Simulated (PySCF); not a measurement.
# C2H2O4Si: electronic excitations and core binding energies

Wanted: the electronic excitations and core binding energies of C2H2O4Si (`O=C1O[SiH2]OC1=O`), by calculation.

Programs: PySCF 2.14.0, with density-fitted response routines of our own. Each step states its level of theory. These are calculated values for one molecule in the gas phase, unless marked as measured. Atoms count from 0, in the outputs and in this text.

### Step 1. The molecule as given

9 atoms, charge 0, multiplicity 1; geometry from: GFN2-xTB.

Bonds of the start (Å): O0–C1 1.19, C1–O2 1.34, O2–Si3 1.66, Si3–O4 1.66, O4–C5 1.34, C5–O6 1.19, C5–C1 1.55, Si3–H7 1.45, Si3–H8 1.45.

### Step 2. Excited states and response: wB97X-D/def2-SVPD

What the job is given:

```
{"job": {"kind": "uv", "xc": "wB97X-D", "basis": "def2-SVPD", "nstates": 8, "ntriplets": 3}, "charge": 0, "multiplicity": 1}
O      2.042982    -1.324309    -0.392835
C      1.052081    -0.694902    -0.208645
O     -0.189094    -1.159596    -0.393526
Si    -1.372010    -0.049362    -0.052791
O     -0.300645     1.142200     0.371899
C      0.981319     0.770292     0.277021
O      1.908061     1.469715     0.530340
H     -2.023845     0.330552    -1.287478
H     -2.085288    -0.478597     1.130836
```

Level: TDDFT wB97X-D/def2-SVPD, vertical, gas phase, core orbitals frozen in the response.

The log of the run:

```text
coarse grid: 9384 points
cycle   1  E = -666.9004099377  dE =  1.819e+00  |g| = 1.384e+00  |ddm| = 4.513e+00
cycle   2  E = -666.4561100454  dE =  4.443e-01  |g| = 2.174e+00  |ddm| = 4.281e+00
cycle   3  E = -667.2739286940  dE = -8.178e-01  |g| = 2.327e-01  |ddm| = 2.411e+00
cycle   4  E = -667.2819908755  dE = -8.062e-03  |g| = 1.104e-01  |ddm| = 4.099e-01
cycle   5  E = -667.2841871585  dE = -2.196e-03  |g| = 1.368e-02  |ddm| = 1.362e-01
cycle   6  E = -667.2842404956  dE = -5.334e-05  |g| = 4.790e-03  |ddm| = 3.527e-02
cycle   7  E = -667.2842479597  dE = -7.464e-06  |g| = 1.119e-03  |ddm| = 1.179e-02
final grid: 89920 points
cycle   8  E = -667.3942828011  dE = -7.227e-05  |g| = 4.031e-03  |ddm| = 2.035e-01
cycle   9  E = -667.3942825732  dE =  2.279e-07  |g| = 4.640e-03  |ddm| = 2.542e-02
cycle  10  E = -667.3942862923  dE = -3.719e-06  |g| = 7.617e-04  |ddm| = 4.658e-03
cycle  11  E = -667.3942863769  dE = -8.458e-08  |g| = 4.641e-04  |ddm| = 1.433e-03
cycle  12  E = -667.3942864186  dE = -4.178e-08  |g| = 7.702e-05  |ddm| = 6.486e-04
cycle  13  E = -667.3942864206  dE = -1.930e-09  |g| = 1.663e-05  |ddm| = 2.353e-04
cycle  14  E = -667.3942864207  dE = -1.764e-10  |g| = 9.344e-06  |ddm| = 8.991e-05
converged SCF energy = -667.3942864207

Static polarisability (au): isotropic 54.645, principal 41.490 52.520 69.926

Singlet excitations
state   eV       nm        f      main configurations
  1   4.3802    283.1   0.00004   H->L 0.97
  2   5.2860    234.6   0.00000   H-1->L 0.93
  3   7.2713    170.5   0.04823   H-3->L 0.76, H->L+1 0.20
  4   7.2808    170.3   0.18305   H-2->L 0.94
  5   7.4936    165.5   0.00539   H->L+1 0.76, H-3->L 0.20
  6   7.7808    159.3   0.01064   H->L+2 0.93
  7   7.8489    158.0   0.00000   H-4->L 0.65, H->L+6 0.15, H-2->L+1 0.14
  8   7.9127    156.7   0.00000   H-2->L+1 0.78, H-4->L 0.12

Triplet excitations (Tamm-Dancoff, eV): 3.8483 4.8459 5.2555
```

Wall time 24 s (1 thread, shared host).

The orbitals next to the gap, with their largest atomic shares:

```csv
orbital,eV,atoms
HOMO−3,-12.15,"O6 24 %, O0 24 %, O4 18 %"
HOMO−2,-11.98,"O2 17 %, O4 17 %, Si3 15 %"
HOMO−1,-11.55,"O6 37 %, O0 37 %, O2 7 %"
HOMO,-10.50,"O0 32 %, O6 31 %, C1 10 %"
LUMO,-0.47,"C5 22 %, C1 22 %, O6 19 %"
LUMO+1,0.74,"Si3 44 %, H8 13 %, H7 13 %"
LUMO+2,1.19,"Si3 47 %, H7 15 %, H8 15 %"
```

With each of the 8 states as a Gaussian band of 0.4 eV half-width at 1/e, the curve within the window shown has maxima at 170 nm (ε 9,600) L/(mol cm). Beyond the last state computed it falls off for lack of states. The curve at chosen wavelengths:

| nm | ε (L/mol/cm) |
| --- | --- |
| 151 | 183 |
| 158 | 1748 |
| 165 | 7089 |
| 172 | 9277 |
| 179 | 4370 |
| 186 | 906 |
| 193 | 99 |
| 201 | 4 |
| 208 | 0 |
| 215 | 0 |
| 222 | 0 |
| 229 | 0 |
| 236 | 0 |
| 243 | 0 |
| 250 | 0 |
| 257 | 0 |
| 264 | 1 |
| 271 | 1 |
| 278 | 2 |
| 286 | 2 |
| 293 | 1 |
| 300 | 1 |
| 307 | 1 |
| 314 | 1 |
| 321 | 0 |
| 328 | 0 |

Further results of this job:

```csv
property,computed
dipole moment (D),5.73
polarisability (Å³),8.10
HOMO–LUMO gap (eV),10.03
−ε(HOMO) (eV),10.50
```

### Step 3. X-ray photoelectron lines: SCAN, X2C

Same as in step 2 but for these lines:

```diff
@@ -1,2 +1,2 @@
-{"job": {"kind": "uv", "xc": "wB97X-D", "basis": "def2-SVPD", "nstates": 8, "ntriplets": 3}, "charge": 0, "multiplicity": 1}
+{"job": {"kind": "xps"}, "charge": 0, "multiplicity": 1}
 O      2.042982    -1.324309    -0.392835
```

Method: delta-SCF UKS SCAN, pcX-2 on the ionised atom, pcseg-1 elsewhere, spin-free X2C.

The log of the run:

```text
ground state, core basis on atom 0 (O), 143 functions
  cycle   1  E = -668.15572135  |g| = 1.31e+00
  cycle   2  E = -666.45286911  |g| = 3.23e+00
  cycle   3  E = -668.39835962  |g| = 6.10e-01
  cycle   4  E = -668.46184561  |g| = 2.41e-01
  cycle   5  E = -668.47254944  |g| = 3.49e-02
  cycle   6  E = -668.47278163  |g| = 1.58e-02
  cycle   7  E = -668.47281590  |g| = 1.10e-02
  cycle   8  E = -668.47283818  |g| = 3.02e-03
  cycle   9  E = -668.47284080  |g| = 1.07e-03
  cycle  10  E = -668.47284055  |g| = 2.83e-04
  E(ground) = -668.51986944 Eh
hole in O 1s of atom 0
  cycle   1  E = -647.84528866  |g| = 2.22e+00
  cycle   2  E = -646.90332118  |g| = 2.37e+00
  cycle   3  E = -648.42805561  |g| = 7.28e-01
  cycle   4  E = -648.46084813  |g| = 7.23e-01
  cycle   5  E = -648.65132337  |g| = 2.18e-01
  cycle   6  E = -648.66493101  |g| = 1.36e-01
  cycle   7  E = -648.67190939  |g| = 3.60e-02
  cycle   8  E = -648.67239515  |g| = 1.29e-02
  cycle   9  E = -648.67244792  |g| = 5.60e-03
  cycle  10  E = -648.67246139  |g| = 1.14e-03
  cycle  11  E = -648.67246049  |g| = 3.36e-04
  E(ion) = -648.72102193 Eh   <S^2> = 0.7651   hole on atom = 1.000   binding energy = 538.754 eV
ground state, core basis on atom 1 (C), 143 functions
  cycle   1  E = -668.45181527  |g| = 9.51e-02
  cycle   2  E = -668.44514301  |g| = 2.00e-01
  cycle   3  E = -668.45273609  |g| = 3.12e-02
  cycle   4  E = -668.45284558  |g| = 2.06e-02
  cycle   5  E = -668.45292577  |g| = 3.25e-03
  cycle   6  E = -668.45292716  |g| = 1.36e-03
  cycle   7  E = -668.45292733  |g| = 2.18e-04
  E(ground) = -668.50279739 Eh
hole in C 1s of atom 1
  cycle   1  E = -657.04149024  |g| = 1.51e+00
  cycle   2  E = -654.23166363  |g| = 2.74e+00
  cycle   3  E = -657.20852787  |g| = 8.90e-01
  cycle   4  E = -657.34573676  |g| = 7.70e-01
  cycle   5  E = -657.51916788  |g| = 4.03e-01
  cycle   6  E = -657.57586711  |g| = 1.41e-01
  cycle   7  E = -657.58192001  |g| = 7.57e-02
  cycle   8  E = -657.58426467  |g| = 2.42e-02
  cycle   9  E = -657.58450760  |g| = 6.58e-03
  cycle  10  E = -657.58453832  |g| = 3.56e-03
  cycle  11  E = -657.58455329  |g| = 2.38e-03
  cycle  12  E = -657.58456676  |g| = 1.30e-03
  cycle  13  E = -657.58457038  |g| = 7.18e-04
  cycle  14  E = -657.58457189  |g| = 2.52e-04
  E(ion) = -657.63330919 Eh   <S^2> = 0.7900   hole on atom = 1.000   binding energy = 295.774 eV
ground state, core basis on atom 2 (O), 143 functions
  cycle   1  E = -668.47676303  |g| = 1.11e-01
  cycle   2  E = -668.47277225  |g| = 1.59e-01
  cycle   3  E = -668.47659276  |g| = 6.99e-02
  cycle   4  E = -668.47736737  |g| = 3.01e-02
  cycle   5  E = -668.47753438  |g| = 2.74e-03
  cycle   6  E = -668.47753024  |g| = 2.19e-03
  cycle   7  E = -668.47753203  |g| = 2.21e-04
  E(ground) = -668.52455570 Eh
hole in O 1s of atom 2
  cycle   1  E = -647.80449993  |g| = 2.23e+00
  cycle   2  E = -646.61909839  |g| = 2.62e+00
  cycle   3  E = -648.13841805  |g| = 1.09e+00
  cycle   4  E = -648.40287286  |g| = 7.73e-01
  cycle   5  E = -648.61302862  |g| = 1.97e-01
  cycle   6  E = -648.62013552  |g| = 1.46e-01
  cycle   7  E = -648.62770738  |g| = 4.54e-02
  cycle   8  E = -648.62854431  |g| = 1.41e-02
  cycle   9  E = -648.62861482  |g| = 4.77e-03
  cycle  10  E = -648.62862477  |g| = 1.16e-03
  cycle  11  E = -648.62862605  |g| = 5.35e-04
  cycle  12  E = -648.62862699  |g| = 2.79e-04
  E(ion) = -648.67632709 Eh   <S^2> = 0.7636   hole on atom = 1.000   binding energy = 540.098 eV
ground state, core basis on atom 3 (Si), 154 functions
  cycle   1  E = -668.55076511  |g| = 3.05e-01
  cycle   2  E = -668.54576033  |g| = 1.98e-01
  cycle   3  E = -668.54347487  |g| = 2.20e-01
  cycle   4  E = -668.55205876  |g| = 6.08e-02
  cycle   5  E = -668.55275635  |g| = 1.26e-02
  cycle   6  E = -668.55278509  |g| = 2.69e-03
  cycle   7  E = -668.55278661  |g| = 1.82e-03
  cycle   8  E = -668.55278603  |g| = 3.54e-04
  E(ground) = -668.56134822 Eh
hole in Si 1s of atom 3
  cycle   1  E = -599.53633818  |g| = 4.35e+00
  cycle   2  E = -594.59091960  |g| = 3.39e+00
  cycle   3  E = -589.67092214  |g| = 3.62e+00
  cycle   4  E = -600.08289569  |g| = 1.02e+00
  cycle   5  E = -600.10822056  |g| = 1.10e+00
  cycle   6  E = -600.55842469  |g| = 2.09e-01
  cycle   7  E = -600.57050684  |g| = 1.29e-01
  cycle   8  E = -600.57665515  |g| = 4.49e-02
  cycle   9  E = -600.57750824  |g| = 8.18e-03
  cycle  10  E = -600.57753121  |g| = 2.50e-03
  cycle  11  E = -600.57753162  |g| = 2.75e-03
  cycle  12  E = -600.57753476  |g| = 3.44e-04
  E(ion) = -600.59293360 Eh   <S^2> = 0.7522   hole on atom = 1.000   binding energy = 1849.515 eV
hole in Si 2p of atom 3
  cycle   1  E = -664.20093834  |g| = 1.24e+00
  cycle   2  E = -659.49377373  |g| = 2.76e+00
  cycle   3  E = -663.67553111  |g| = 1.32e+00
  cycle   4  E = -664.45139339  |g| = 3.66e-01
  cycle   5  E = -664.47316527  |g| = 3.18e-01
  cycle   6  E = -664.51193180  |g| = 2.54e-02
  cycle   7  E = -664.51214972  |g| = 1.59e-02
  cycle   8  E = -664.51224132  |g| = 5.66e-03
  cycle   9  E = -664.51225321  |g| = 6.67e-04
  cycle  10  E = -664.51225202  |g| = 2.49e-04
  E(ion) = -664.53122401 Eh   <S^2> = 0.7517   hole on atom = 1.003   binding energy = 109.665 eV
  2p3/2 = 109.530 eV   2p1/2 = 110.164 eV
```

It took 32 s on 1 thread, shared host.

Binding energies by hole, beside the orbital energy of the ground state; the difference holds orbital relaxation and, for a density functional, its self-interaction error:

```csv
hole,stands for,environment,ΔSCF (eV; 2p as the shell's mean),−ε (eV),⟨S²⟩
O1s on O0,"O0, O6",carbonyl oxygen,538.75,517.3,0.765
C1s on C1,"C1, C5",carbonyl carbon,295.77,278.2,0.790
O1s on O2,"O2, O4","oxygen bonded to C, Si, in a 5-membered ring",540.10,518.5,0.764
Si1s on Si3,Si3,"silicon bonded to 2 O, 2 H, in a 5-membered ring",1849.51,1795.8,0.752
Si2p on Si3,Si3,"silicon bonded to 2 O, 2 H, in a 5-membered ring",109.74,98.6,0.752
```

Each hole run stands for the others of its class of like atoms.

With the spin-orbit splitting: Si3 2p3/2 109.53, 2p1/2 110.16 eV. The table gives each 2p level as the mean over the whole 2p shell (two parts 2p3/2, one part 2p1/2), which differs a little from the single hole in the log.

### Step 4. Summary of results

```
                                quantity                        value
      lowest singlet (wB97X-D/def2-SVPD)  4.38 eV (283 nm), f = 0.000
brightest single state of those computed  state 4, 7.28 eV, f = 0.183
                          lowest triplet                      3.85 eV
        O1s binding energies, SCAN/pcX-2      O2 540.10, O0 538.75 eV
        C1s binding energies, SCAN/pcX-2                 C1 295.77 eV
       Si1s binding energies, SCAN/pcX-2               Si3 1849.51 eV
       Si2p binding energies, SCAN/pcX-2                Si3 109.74 eV
```

In words: The lowest singlet, at 4.38 eV, is HOMO→LUMO 0.97 and is dark; of the 8 states computed, the strongest absorption comes from states 3 to 4 together at 7.28 eV. The lowest triplet lies 0.53 eV below the lowest singlet (triplets in Tamm-Dancoff, singlets in full TDDFT). O2 (oxygen bonded to C, Si, in a 5-membered ring) binds its O1s electron 1.34 eV more tightly than O0 (carbonyl oxygen).
